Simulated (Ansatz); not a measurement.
NaLaMnMoO6:

```
Na La Mn Mo O
1.0
     3.79453   -3.84926   -0.00008
     3.79453    3.84926   -0.00008
    -0.04604    0.00000    8.22029
Na La Mn Mo O
2 2 2 2 12
Direct
  0.50640 0.49360 0.75000
  0.49360 0.50640 0.25000
  0.01239 0.98761 0.75000
  0.98761 0.01239 0.25000
  0.00000 0.50000 0.50000
  0.50000 0.00000 0.00000
  0.50000 0.00000 0.50000
  0.00000 0.50000 0.00000
  0.54302 0.05203 0.73247
  0.45698 0.94797 0.26753
  0.27994 0.71875 0.54832
  0.72006 0.28125 0.45168
  0.79897 0.79494 0.49934
  0.20103 0.20506 0.50066
  0.05203 0.54302 0.23247
  0.94797 0.45698 0.76753
  0.79494 0.79897 0.99934
  0.20506 0.20103 0.00066
  0.28125 0.72006 0.95168
  0.71875 0.27994 0.04832
```

The cell was built by a generator and needn't be a form met in nature.

Base run:

- Program: Ansatz 0.2.0
- Functional: PBE
- Potentials or basis: Ansatz PAW
- Cutoff: 420 eV
- Density cutoff: 1680 eV
- k mesh: 5 × 5 × 4
- Occupations: fermi-dirac, width 0.05 eV
- Spin: collinear spin, ferromagnetic start
- Starting moments: [0.0, 0.0, 0.0, 0.0, 4.0, 4.0, 1.0, 1.0, 0.0, 0.0, 0.0, 0.0, 0.0, 0.0, 0.0, 0.0, 0.0, 0.0, 0.0, 0.0] μB

Its results: band gap on the k mesh none (metal or under the smearing width); pressure 0.0 GPa; net moment 6.82 μB per cell; site moments Na -0.00; La -0.01; Mn +3.04; Mo -0.18; O +0.06, +0.02 μB; largest force 0.028 eV/Å.

Question: The run is repeated on the same cell with these changes: functional from PBE to BLYP. What comes out?

Answer: Band gap on the k mesh none (metal or under the smearing width); pressure 5.3 GPa; net moment 6.59 μB per cell; site moments Na -0.00; La -0.01; Mn +2.97; Mo -0.20; O +0.06, +0.03, +0.02 μB; largest force 0.254 eV/Å.

BLYP binds less tightly than PBE, so the same cell stands under more pressure.

Caveats: semilocal functionals often make such compounds metallic where correlation or magnetic order opens a gap, which also shifts bond lengths; only a ferromagnetic start was run, and an antiferromagnetic order may lie lower in energy; the potentials were made for another functional, which shifts forces and pressure (some runs); the PAW data sets come from PBE, with cores solved anew for the run's functional, which leaves a small shift of forces and pressure (some runs).

Not every run made on this cell is shown here.
